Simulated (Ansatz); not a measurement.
**SnH2(NHEt)2 (C₄H₁₄N₂Sn): geometry, orbitals and charge**

Aim: characterise SnH2(NHEt)2 (C₄H₁₄N₂Sn) as a singlet: its structure, frontier levels and distribution of charge.

Program: Ansatz 0.2.0, Gaussian basis. Level of theory: RKS PBE0-D4/def2-TZVP. These are calculated values, not measurements.

Plan: relaxation at PBE-D4/def2-SVP; a single point at PBE0-D4/def2-TZVP.

3 further runs of the same task are left out: 3 set aside as unsound or not needed.

## 1. Where the work starts

21 atoms, charge 0, spin multiplicity 1.

Atoms are counted from 1 here; the program's logs count them from 0.

Bond lengths: Sn1–H2 1.697 Å, Sn1–H3 1.698 Å, Sn1–N4 2.010 Å, Sn1–N13 2.012 Å, N4–C5 1.445 Å, N4–H7 1.013 Å, C5–C6 1.522 Å, C5–H8 1.095 Å, C5–H9 1.091 Å, C6–H10 1.088 Å, C6–H11 1.086 Å, C6–H12 1.088 Å, N13–C14 1.445 Å, N13–H16 1.013 Å, C14–C15 1.522 Å, C14–H17 1.095 Å, C14–H18 1.091 Å, C15–H19 1.088 Å and more. Angles: H2–Sn1–H3 106.6°, H2–Sn1–N4 104.1°, H2–Sn1–N13 121.2°, H3–Sn1–N4 121.1°, H3–Sn1–N13 104.3°, N4–Sn1–N13 100.8°, Sn1–N4–C5 122.3°, Sn1–N4–H7 112.2°, C5–N4–H7 109.4°, N4–C5–C6 114.4°, N4–C5–H8 107.7°, N4–C5–H9 107.9°, C6–C5–H8 109.4°, C6–C5–H9 109.5°, H8–C5–H9 107.7°, C5–C6–H10 109.9°, C5–C6–H11 110.5°, C5–C6–H12 110.3° and more.

As a file:

```
Sn    0.2563   -0.0545    0.4989
H    -0.2459   -0.2792    2.1038
H     1.9541   -0.0289    0.5206
N    -0.7979    1.5399   -0.1243
C    -0.6755    2.8378    0.4984
C     0.6065    3.5820    0.1525
H    -0.7723    1.6467   -1.1316
H    -1.5385    3.4368    0.1901
H    -0.7363    2.6990    1.5788
H     1.4686    3.0171    0.5020
H     0.6163    4.5611    0.6228
H     0.6901    3.7085   -0.9245
N    -0.2028   -1.3913   -0.9332
C     0.3482   -2.7271   -0.9403
C    -0.2367   -3.6594    0.1111
H    -1.1982   -1.4349   -1.1174
H     0.1797   -3.1491   -1.9360
H     1.4259   -2.6447   -0.7917
H    -0.0387   -3.2648    1.1058
H     0.2099   -4.6463    0.0315
H    -1.3127   -3.7487   -0.0173
```

Sn takes a core potential in the def2 sets. No spin-orbit coupling is included.

The start is a GFN2-xTB geometry.

## 2. Optimising with PBE-D4/def2-SVP

in.yaml reads:

```yaml
crystal:
  periodic: [false, false, false]
  atoms:
    - {symbol: Sn, position_ang: [0.256260, -0.054460, 0.498940]}
    - {symbol: H, position_ang: [-0.245880, -0.279230, 2.103770]}
    - {symbol: H, position_ang: [1.954100, -0.028890, 0.520640]}
    - {symbol: N, position_ang: [-0.797900, 1.539920, -0.124310]}
    - {symbol: C, position_ang: [-0.675550, 2.837850, 0.498380]}
    - {symbol: C, position_ang: [0.606510, 3.582040, 0.152480]}
    - {symbol: H, position_ang: [-0.772290, 1.646690, -1.131620]}
    - {symbol: H, position_ang: [-1.538450, 3.436840, 0.190090]}
    - {symbol: H, position_ang: [-0.736320, 2.698970, 1.578790]}
    - {symbol: H, position_ang: [1.468550, 3.017080, 0.502050]}
    - {symbol: H, position_ang: [0.616340, 4.561110, 0.622790]}
    - {symbol: H, position_ang: [0.690100, 3.708470, -0.924520]}
    - {symbol: N, position_ang: [-0.202840, -1.391310, -0.933170]}
    - {symbol: C, position_ang: [0.348150, -2.727070, -0.940270]}
    - {symbol: C, position_ang: [-0.236690, -3.659370, 0.111060]}
    - {symbol: H, position_ang: [-1.198160, -1.434950, -1.117400]}
    - {symbol: H, position_ang: [0.179650, -3.149080, -1.936010]}
    - {symbol: H, position_ang: [1.425870, -2.644720, -0.791750]}
    - {symbol: H, position_ang: [-0.038670, -3.264800, 1.105780]}
    - {symbol: H, position_ang: [0.209940, -4.646330, 0.031530]}
    - {symbol: H, position_ang: [-1.312710, -3.748740, -0.017250]}
basis:
  gaussian: {orbitals: def2-SVP}
hamiltonian: {xc: pbe, dispersion: d4}
scf: {lower_state_search: "off"}
output: {orbitals: {seedname: orbitals}}
relax: {f_tol: 0.02, max_steps: 100}
```

Launch:

```
ansatz run in.yaml --threads 2 --pin off --events-out ev --progress --plain --max-ram 31744MiB --backend cuda --devices 0, --max-vram 18GiB
```

Further steps of the session: Single point, PBE0-D4/def2-TZVP.

Before running them: what should the planned runs give, taken together? Wanted: point group; commonest bond, hydrogen aside; HOMO, LUMO at PBE0-D4/def2-TZVP; dipole at PBE-D4/def2-SVP.

**Answer**, as computed:

| quantity | value |
| --- | --- |
| point group | C1 |
| commonest bond, hydrogen aside | C–N, 2 of mean length 1.456 Å |
| HOMO, LUMO at PBE0-D4/def2-TZVP | -6.35, 0.07 eV |
| dipole at PBE-D4/def2-SVP | 0.11 D |

**Reading.** The molecule keeps its bonding pattern by the stored test; the atoms moved 0.30 Å (rms). No usable vibrations, so a minimum isn't proven. The point group is read from a loosely relaxed geometry; soft torsions can leave it below the true symmetry.
